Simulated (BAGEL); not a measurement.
# C2H7NSi (SMILES C=N[SiH2]C), step by step

Wanted: the energy (HF/6-31G*), then a single-point energy (NEVPT2(2,2)/6-31G*), then a single-point energy (CASPT2(2,2)/6-31G*) of C2H7NSi. 

The calculation is run with BAGEL 1.2.2.

1 further run of the same task is left out (set aside as unsound or not needed).

**1. Starting point**

C2H7NSi: 11 atoms, total charge 0, spin state singlet. As SMILES, `C=N[SiH2]C`. The C4–H9 distance was set to 1.747 Å, away from the relaxed value. At this shape a bond of the SMILES string is far longer than usual.

Bond lengths: C1–N2 1.257 Å, N2–Si3 1.747 Å, Si3–C4 1.862 Å, C1–H5 1.097 Å, C1–H6 1.103 Å, Si3–H7 1.497 Å, Si3–H8 1.486 Å, C4–H10 1.093 Å, C4–H11 1.092 Å. Some angles: C1–N2–Si3 124.0°, N2–Si3–C4 108.8°, N2–C1–H5 120.4°, N2–C1–H6 124.2°, N2–Si3–H7 110.9°, N2–Si3–H8 106.9°, C4–Si3–H7 110.6°, C4–Si3–H8 110.8°, Si3–C4–H10 110.6°, Si3–C4–H11 110.8°. A long bond or contact: C4–H9 1.747 Å.

**2. The energy at HF/6-31G(d) (density fitting with svp-jkfit, spherical functions) (run 1)**

Contents of job.json:

```json
{ "bagel": [

{
  "title": "molecule",
  "basis": "6-31gs.json",
  "df_basis": "svp-jkfit",
  "geometry": [
    { "atom": "C", "xyz": [ -1.19381936,  3.82994573,  1.94976272 ] },
    { "atom": "N", "xyz": [ -1.16793011,  1.89184262,  0.57725464 ] },
    { "atom": "Si", "xyz": [ -0.46816453, -1.14003398,  1.68047675 ] },
    { "atom": "C", "xyz": [  2.26778095, -2.40274897, -0.13479416 ] },
    { "atom": "H", "xyz": [ -1.63696014,  5.68527884,  1.13831433 ] },
    { "atom": "H", "xyz": [ -0.79149667,  3.82314272,  3.99444639 ] },
    { "atom": "H", "xyz": [  0.10650118, -1.09997178,  4.45081525 ] },
    { "atom": "H", "xyz": [ -2.75700081, -2.71209714,  1.25717810 ] },
    { "atom": "H", "xyz": [  1.60532234, -2.40033012, -3.36938168 ] },
    { "atom": "H", "xyz": [  2.69145755, -4.33971825,  0.44213922 ] },
    { "atom": "H", "xyz": [  3.95209385, -1.25228371,  0.18211291 ] }
  ]
},
{
  "title": "hf"
},
{
  "title": "print",
  "file": "orbitals.molden",
  "orbitals": true
}

]}
```

The basis set 6-31G* is read from a file made from the Basis Set Exchange's data (not shown).

The run is started by

```sh
$ BAGEL_NUM_THREADS=1 BAGEL job.json > job.out
```

The program printed:

```text
* using 1 threads per process

  ===============================================================
  ===============================================================

  *** Geometry ***

  { "atom" : "C", "xyz" : [     -1.193819,      3.829946,      1.949763 ] },
  { "atom" : "N", "xyz" : [     -1.167930,      1.891843,      0.577255 ] },
  { "atom" : "Si", "xyz" : [     -0.468165,     -1.140034,      1.680477 ] },
  { "atom" : "C", "xyz" : [      2.267781,     -2.402749,     -0.134794 ] },
  { "atom" : "H", "xyz" : [     -1.636960,      5.685279,      1.138314 ] },
  { "atom" : "H", "xyz" : [     -0.791497,      3.823143,      3.994446 ] },
  { "atom" : "H", "xyz" : [      0.106501,     -1.099972,      4.450815 ] },
  { "atom" : "H", "xyz" : [     -2.757001,     -2.712097,      1.257178 ] },
  { "atom" : "H", "xyz" : [      1.605322,     -2.400330,     -3.369382 ] },
  { "atom" : "H", "xyz" : [      2.691458,     -4.339718,      0.442139 ] },
  { "atom" : "H", "xyz" : [      3.952094,     -1.252284,      0.182113 ] },

  Number of auxiliary basis functions:      481

  Since a DF basis is specified, we compute 2- and 3-index integrals:
    o Being stored without compression. Storage requirement is 0.021 GB

  Number of basis functions:       74
  Number of electrons      :       40

    * METHOD: MOLECULE                             0.22

  *** RHF ***

  === Nuclear Repulsion ===
   157.5825092148

      * DIIS with orbital gradients will be used.

  === RHF iteration (6-31gs.json) ===
      0       -422.88052221          0.02026394           0.06
      1       -422.99998919          0.01289983           0.06
      2       -423.06281143          0.00224001           0.06
      3       -423.06545620          0.00072087           0.06
      4       -423.06571579          0.00015919           0.06
      5       -423.06574866          0.00006415           0.06
      6       -423.06575249          0.00003201           0.06
      7       -423.06575344          0.00000737           0.06
      8       -423.06575350          0.00000220           0.06
      9       -423.06575350          0.00000073           0.09
     10       -423.06575351          0.00000032           0.06
     11       -423.06575351          0.00000013           0.06
     12       -423.06575351          0.00000007           0.06
     13       -423.06575351          0.00000003           0.06
     14       -423.06575351          0.00000001           0.06
    * SCF iteration converged.

    * Permanent dipole moment:
           (   -0.325709,    -0.229229,    -0.772308) a.u.

    * METHOD: HF                                   1.07

    * METHOD: PRINT                                0.01

  ===============================================================
```

Run time: 1.6 s. Hardware: 1 thread of Arm Neoverse V2, shared host; peak memory 0.14 GiB.

**3. The energy at NEVPT2(2,2)/6-31G(d) (density fitting with svp-jkfit, spherical functions) (run 2)**

job.json: that of step 2 with these lines changed.

```diff
@@ -20,10 +20,6 @@
 },
-{
-  "title": "hf"
-},
-{
-  "title": "print",
-  "file": "orbitals.molden",
-  "orbitals": true
-}
+{ "title": "hf" },
+{ "title": "casscf", "nstate": 1, "nact": 2, "nclosed": 19, "active": [19, 21], "maxiter": 200, "natocc": "true" },
+{ "title": "nevpt2", "nstate": 1, "nact": 2, "nclosed": 19, "active": [19, 21], "maxiter": 200, "natocc": "true", "ncore": 8 },
+{ "title": "print", "file": "orbitals.molden", "orbitals": "true" }
```

The basis set 6-31G* is read from a file made from the Basis Set Exchange's data (not shown).

The run is started by

```sh
$ BAGEL_NUM_THREADS=1 BAGEL job.json > job.out
```

The program printed:

```text
* using 1 threads per process

  ===============================================================
  ===============================================================

  *** Geometry ***

  { "atom" : "C", "xyz" : [     -1.193819,      3.829946,      1.949763 ] },
  { "atom" : "N", "xyz" : [     -1.167930,      1.891843,      0.577255 ] },
  { "atom" : "Si", "xyz" : [     -0.468165,     -1.140034,      1.680477 ] },
[... 7 lines of this table left out ...]
  { "atom" : "H", "xyz" : [      3.952094,     -1.252284,      0.182113 ] },

  Number of auxiliary basis functions:      481

  Since a DF basis is specified, we compute 2- and 3-index integrals:
    o Being stored without compression. Storage requirement is 0.021 GB

[... 18 lines left out ...]
    * SCF iteration converged.
[... 1 line left out ...]
    * Permanent dipole moment:
[... 27 lines left out ...]
    * Second-order optimization converged. *
[... 1 line left out ...]
     guess   0:   closed 1.                   open ..

  === FCI iteration ===

      0  0      -423.06410830     8.21e-02      0.00
      1  0      -423.10525723     9.37e-04      0.00
      2  0 *    -423.10526428     3.73e-16      0.00

     * ci vector, state   0, <S^2> = 0.0000
       2.     0.9699599584
       .2    -0.2432646276

    * METHOD: CASSCF                               2.88

    * freezing 8 orbitals

  === DF-NEVPT2 calculation ===

    * 3-index integral transformation done
    * assembly done

      NEVPT2 correlation energy:   -0.4691813573      0.12

          (+0)     -0.4255310877
          (+0)'    -0.0135654864
          (+1)     -0.0054215751
          (+1)'    -0.0000000000
          (+2)     -0.0003588520
          (-1)     -0.0222802232
          (-1)'     0.0000000000
          (-2)     -0.0020241329

      NEVPT2 total energy:       -423.5744456347

    * METHOD: NEVPT2                               0.23

    * METHOD: PRINT                                0.01

  ===============================================================
```

Run time: 4.8 s. Hardware: 1 thread of Arm Neoverse V2, shared host; peak memory 0.14 GiB.

**4. The energy at CASPT2(2,2)/6-31G(d) (density fitting with svp-jkfit, spherical functions) (run 3)**

job.json: that of step 3 with these lines changed.

```diff
@@ -6,2 +6,3 @@
   "df_basis": "svp-jkfit",
+  "angstrom": "false",
   "geometry": [
@@ -22,4 +23,4 @@
 { "title": "casscf", "nstate": 1, "nact": 2, "nclosed": 19, "active": [19, 21], "maxiter": 200, "natocc": "true" },
-{ "title": "nevpt2", "nstate": 1, "nact": 2, "nclosed": 19, "active": [19, 21], "maxiter": 200, "natocc": "true", "ncore": 8 },
-{ "title": "print", "file": "orbitals.molden", "orbitals": "true" }
+{ "title": "print", "file": "orbitals.molden", "orbitals": "true" },
+{ "title": "smith", "method": "caspt2", "ms": "true", "xms": "true", "sssr": "true", "shift": 0.2, "shift_imag": "true", "ncore": 8 }
```

The basis set 6-31G* is read from a file made from the Basis Set Exchange's data (not shown).

The run is started by

```sh
$ BAGEL_NUM_THREADS=1 BAGEL job.json > job.out
```

The program printed:

```text
* using 1 threads per process

  ===============================================================
  ===============================================================

  *** Geometry ***

  { "atom" : "C", "xyz" : [     -1.193819,      3.829946,      1.949763 ] },
  { "atom" : "N", "xyz" : [     -1.167930,      1.891843,      0.577255 ] },
  { "atom" : "Si", "xyz" : [     -0.468165,     -1.140034,      1.680477 ] },
[... 7 lines of this table left out ...]
  { "atom" : "H", "xyz" : [      3.952094,     -1.252284,      0.182113 ] },

  Number of auxiliary basis functions:      481

  Since a DF basis is specified, we compute 2- and 3-index integrals:
    o Being stored without compression. Storage requirement is 0.021 GB

[... 18 lines left out ...]
    * SCF iteration converged.
[... 1 line left out ...]
    * Permanent dipole moment:
[... 27 lines left out ...]
    * Second-order optimization converged. *
[... 9 lines left out ...]
     * ci vector, state   0, <S^2> = 0.0000
[... 16 lines left out ...]
    * Zeroth order energy : state  0       -0.7347204131
[... 4 lines left out ...]
       #      aibj      arbs      arbi      airj      risj      airs      arst      rist         Etot      error   time
[... 2 lines left out ...]
       0  -0.42333  -0.00248  -0.02293  -0.00576  -0.00051  -0.01245  -0.00000  -0.00000   -0.4674635  0.0009935   0.06
       1  -0.42338  -0.00249  -0.02298  -0.00581  -0.00053  -0.01264  -0.00000  -0.00000   -0.4678512  0.0001486   0.06
       2  -0.42339  -0.00250  -0.02298  -0.00582  -0.00053  -0.01265  -0.00000  -0.00000   -0.4678612  0.0000235   0.06
       3  -0.42339  -0.00250  -0.02298  -0.00581  -0.00054  -0.01265   0.00000  -0.00000   -0.4678614  0.0000039   0.06
       4  -0.42339  -0.00250  -0.02298  -0.00581  -0.00054  -0.01265   0.00000  -0.00000   -0.4678614  0.0000006   0.06

      ------------------------------------------------------------------------------------------------------------------

    * CASPT2 energy : state  0     -423.5760401622
        w/o shift correction       -423.5731257245
        reference weight              0.8544944796

    * METHOD: SMITH                                0.48

  ===============================================================
```

Run time: 5.1 s. Hardware: 1 thread of Arm Neoverse V2, shared host; peak memory 0.14 GiB.

**5. Summary of results**

| quantity | value |
| --- | --- |
| run 1, HF/6-31G*: total energy | -423.06575 Eh |
| run 1, HF/6-31G*: dipole moment | 2.21 D |
| run 1, HF/6-31G*: HOMO energy | -10.52 eV |
| run 1, HF/6-31G*: LUMO energy | 3.02 eV |
| run 1, HF/6-31G*: HOMO–LUMO gap | 13.54 eV |
| run 2, NEVPT2(2,2)/6-31G*: total energy | -423.57445 Eh |
| run 3, CASPT2(2,2)/6-31G*: total energy | -423.57604 Eh |
